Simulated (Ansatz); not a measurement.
# ScIn: the crystal squeezed far

The task here is to estimate one member of a computed series from the others.

Program: Ansatz 0.2.0. Level of theory: DFT, PBEsol, PAW with Ansatz's default frozen-core files, scalar-relativistic. These are calculated values, not measurements.

## The system as given

The structure is tetragonal, space group P4/mmm (No. 123). The conventional cell has a = 3.195 Å, b = 3.195 Å, c = 4.380 Å, α = 90.00°, β = 90.00°, γ = 90.00°. Around Sc (site symmetry 4/mmm) lie 8 In at 3.15 Å and 4 Sc at 3.19 Å. In (site symmetry 4/mmm) is surrounded by 8 Sc at 3.15 Å and 4 In at 3.19 Å.

As a file:

```
Sc In
1.0
     3.19494    0.00000    0.00000
     0.00000    3.19494    0.00000
     0.00000    0.00000    4.37974
Sc In
1 1
Direct
  0.00000 0.00000 0.00000
  0.50000 0.50000 0.50000
```

Whether this phase is the stable one at these pressures isn't tested.

Atoms are numbered in the order of the input: Sc1, In2.

Set-up of the first run:

File input.yaml:

```yaml
crystal:
  lattice:
    - [3.19494358, 0.0, 0.0]
    - [0.0, 3.19494358, 0.0]
    - [0.0, 0.0, 4.37973534]
  atoms:
    - { symbol: Sc, position: [0.0, 0.0, 0.0], spin: 1.0 }
    - { symbol: In, position: [0.5, 0.5, 0.5] }
magnetization:
  spin_polarized: true
kpoints:
  mp_grid: { grid: [11, 11, 8] }
scf:
  occupations: { method: fermi_dirac, width: 0.05 }
hamiltonian:
  xc: pbesol
  pseudopotentials: { kind: paw }
output:
  forces: true
  stress: true
  write_density: true
  write_potential: true
  elf: true
  volumetric_format: npy
relax:
  f_tol: 0.01
  max_steps: 30
  cell: { stress_tol: 0.05, fix: [volume] }
```

On the command line:

```
ansatz run input.yaml --threads 1 --pin off --max-ram 2048MiB --backend cpu --events-out ev --progress --plain --runs-dir out
```

Among the steps run: Shape and atoms relaxed at the given volume, PAW; Volume scaled by 1, PAW; Shape and atoms relaxed at 0.7 of the volume, PAW; Volume scaled by 0.7, PAW; Shape and atoms relaxed at 0.6 of the volume, PAW; More of the same log: shape and atoms relaxed at 0.6 of the volume; Volume scaled by 0.6, PAW; Shape and atoms relaxed at 0.55 of the volume, PAW; More of the same log: shape and atoms relaxed at 0.55 of the volume; Volume scaled by 0.55, PAW.

One table of the session follows, with a row left open; its other results are not shown here.

| method | volume over the first | volume (Å³/atom) | pressure (GPa) | moment Sc1 (μB) |
| --- | --- | --- | --- | --- |
| PAW | 1 | 22.353 | -2.45 | 0.22 |
| PAW | 0.7 | 15.647 | 47.16 | 0.00 |
| PAW | 0.6 | 13.412 | 96.42 | 0.00 |
| PAW | 0.55 | ? | ? | ? |

Q: Estimate the row for PAW, 0.55 from the others.

The run gave: volume (Å³/atom): 12.294; pressure (GPa): 136.28; moment Sc1 (μB): 0.01. In the column «volume (Å³/atom)» it is the lowest.

Limits of these values: Warnings in the runs' records: seeded moment not kept.
